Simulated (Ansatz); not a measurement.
Task: the levels without and with spin-orbit coupling of SrCuSi, space group P-6m2, with Ansatz 0.2.0 through its Python package. Give the script and its output. Use (first run): PBEsol, PAW, the default cutoff (420 eV here), 9×9×7 k-points, cold smearing of 0.1 eV.

```
CELL_PARAMETERS angstrom
4.08961 0.00000 0.00000
-2.04481 3.54171 0.00000
0.00000 0.00000 4.66786
ATOMIC_POSITIONS crystal
Sr 0.00000 0.00000 0.00000
Si 0.66667 0.33333 0.50000
Cu 0.33333 0.66667 0.50000
```

`srcusi.py`
```python
import ansatz as az

system = (
    az.Lattice.from_parameters(4.08961357, 4.08961357, 4.66786243, alpha=90, beta=90, gamma=120)
    .space_group(187)
    .atom("Sr", (0.0, 0.0, 0.0))
    .atom("Si", (2 / 3, 1 / 3, 0.5))
    .atom("Cu", (1 / 3, 2 / 3, 0.5))
)

base = system.calculation()
base = base.functional(az.Functional.PBESOL).kpoints(9, 9, 7)
base = base.occupations(az.OccupationsMethod.COLD)
base = base.band_table()
for label, variant in (("scalar-relativistic", base), ("spin-orbit", base.spin(soc=True))):
    data = variant.run(threads=1, backend="cpu").report
    zero = data["band_edges_ev"][0] if data.get("band_edges_ev") else data["fermi_energy_ev"]
    near = [round(e - zero, 3) for e in data["eigenvalues_ev"][0] if abs(e - zero) < 2]
    print(label)
    print("  band edges (eV):", [round(e, 3) for e in data.get("band_edges_ev") or []] or "none reported")
    print("  levels at k =", data["kpoints_frac"][0], "within 2 eV of the zero:", near)
```

`python srcusi.py` gives:
```text
DeckWarning: basis.ecutwfc = 420 eV, auto-derived from the records' recommended cutoffs: set by Sr (normal level)
scalar-relativistic
  band edges (eV): none reported
  levels at k = [0.0, 0.0, 0.0] within 2 eV of the zero: [-0.482, 0.975, 1.304, 1.304]
spin-orbit
  band edges (eV): none reported
  levels at k = [0.0, 0.0, 0.0] within 2 eV of the zero: [-0.484, -0.484, 0.975, 0.975, 1.3, 1.3, 1.305, 1.305]
```
(Warnings from the package without file and line, repeats left out.)

The computed bands are complete only to about 3.8 eV above the Fermi level. This cell is a computed structure, which may not be the phase found in nature. Gaps and levels are Kohn-Sham values on a finite set of k-points. With spin-orbit coupling each level holds one electron and, with inversion or at time-reversal points, comes in pairs; a window in energy can cut a split set. Hardware and time: 13 s on 1 thread of AMD EPYC 9R45 96-Core Processor (Zen 5) (shared host), peak memory 0.72 GiB.
